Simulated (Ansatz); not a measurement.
# HfO2 with a defect (B on a Hf site): a single-point run

Aim: the field gradients at the nuclei of HfO2 with a defect (B on a Hf site), from a sound single-point run.

Program: Ansatz 0.2.0. Level of theory: DFT, PBE, plane-wave PAW, default files, scalar-relativistic. These are calculated values, not measurements.

## Step 1: Starting point

Symmetry: Fm-3m, No. 225, cubic system. The conventional cell has a = 10.230 Å, b = 10.230 Å, c = 10.230 Å, α = 90.00°, β = 90.00°, γ = 90.00°. B (site symmetry m-3m) is surrounded by 8 O at 2.21 Å. Hf (site symmetry mmm) is surrounded by 8 O at 2.21 Å. Around Hf (site symmetry m-3m) lie 8 O at 2.21 Å. O (site symmetry 3m) is surrounded by 1 B at 2.21 Å and 3 Hf at 2.21 Å. O (site symmetry 3m) is surrounded by 4 Hf at 2.21 Å.

The input asks for a charge of +6 e on the cell.

Structure file:

```cif
data_structure
_symmetry_space_group_name_H-M 'Fm-3m'
_symmetry_Int_Tables_number 225
_cell_length_a 10.2300
_cell_length_b 10.2300
_cell_length_c 10.2300
_cell_angle_alpha 90.000
_cell_angle_beta 90.000
_cell_angle_gamma 90.000
_cell_volume 1070.60
loop_
_atom_site_label
_atom_site_type_symbol
_atom_site_symmetry_multiplicity
_atom_site_Wyckoff_symbol
_atom_site_fract_x
_atom_site_fract_y
_atom_site_fract_z
_atom_site_occupancy
B1 B 4 a 0.00000 0.00000 0.00000 1
Hf1 Hf 24 d 0.25000 0.25000 0.00000 1
Hf2 Hf 4 b 0.50000 0.00000 0.00000 1
O1 O 32 f 0.12500 0.62500 0.62500 1
O2 O 32 f 0.62500 0.87500 0.87500 1
```

## Step 2: Input and run

Input file input.yaml:

```yaml
crystal:
  lattice:
    - [0.0, 5.115, 5.115]
    - [5.115, 0.0, 5.115]
    - [5.115, 5.115, 0.0]
  atoms:
    - { symbol: B, position: [0.0, 0.0, 0.0] }
    - { symbol: Hf, position: [0.0, 0.0, 0.5] }
    - { symbol: Hf, position: [0.0, 0.5, 0.0] }
    - { symbol: Hf, position: [0.0, 0.5, 0.5] }
    - { symbol: Hf, position: [0.5, 0.0, 0.0] }
    - { symbol: Hf, position: [0.5, 0.0, 0.5] }
    - { symbol: Hf, position: [0.5, 0.5, 0.0] }
    - { symbol: Hf, position: [0.5, 0.5, 0.5] }
    - { symbol: O, position: [0.125, 0.125, 0.125] }
    - { symbol: O, position: [0.125, 0.125, 0.625] }
    - { symbol: O, position: [0.125, 0.625, 0.125] }
    - { symbol: O, position: [0.125, 0.625, 0.625] }
    - { symbol: O, position: [0.625, 0.125, 0.125] }
    - { symbol: O, position: [0.625, 0.125, 0.625] }
    - { symbol: O, position: [0.625, 0.625, 0.125] }
    - { symbol: O, position: [0.625, 0.625, 0.625] }
    - { symbol: O, position: [0.375, 0.375, 0.375] }
    - { symbol: O, position: [0.375, 0.375, 0.875] }
    - { symbol: O, position: [0.375, 0.875, 0.375] }
    - { symbol: O, position: [0.375, 0.875, 0.875] }
    - { symbol: O, position: [0.875, 0.375, 0.375] }
    - { symbol: O, position: [0.875, 0.375, 0.875] }
    - { symbol: O, position: [0.875, 0.875, 0.375] }
    - { symbol: O, position: [0.875, 0.875, 0.875] }
total_charge: 6
kpoints:
  mp_grid: { grid: [3, 3, 3] }
scf:
  occupations: { method: fermi_dirac, width: 0.01 }
  max_iter: 80
hamiltonian:
  xc: pbe
  pseudopotentials: { kind: paw }
output:
  forces: true
  stress: true
  populations: true
  efg:
    quadrupole_moments_barn: { B: 0.04059, Hf: 3.365, O: -0.02558 }
    contact_densities: true
```

The run is started by

```bash
$ ansatz run input.yaml --threads 1 --pin off --max-ram 3072MiB --backend cpu --events-out ev --progress --plain --runs-dir out
```

Q: Will this input give a usable result? If not, why, and what should change?

This run ends as converged, with warnings (gradients without spin orbit). Convergence says nothing about whether the input makes sense.

In the input, total_charge is 6. The net charge is not the one intended, so the run treats another number of electrons.

The test: set total_charge to -1.
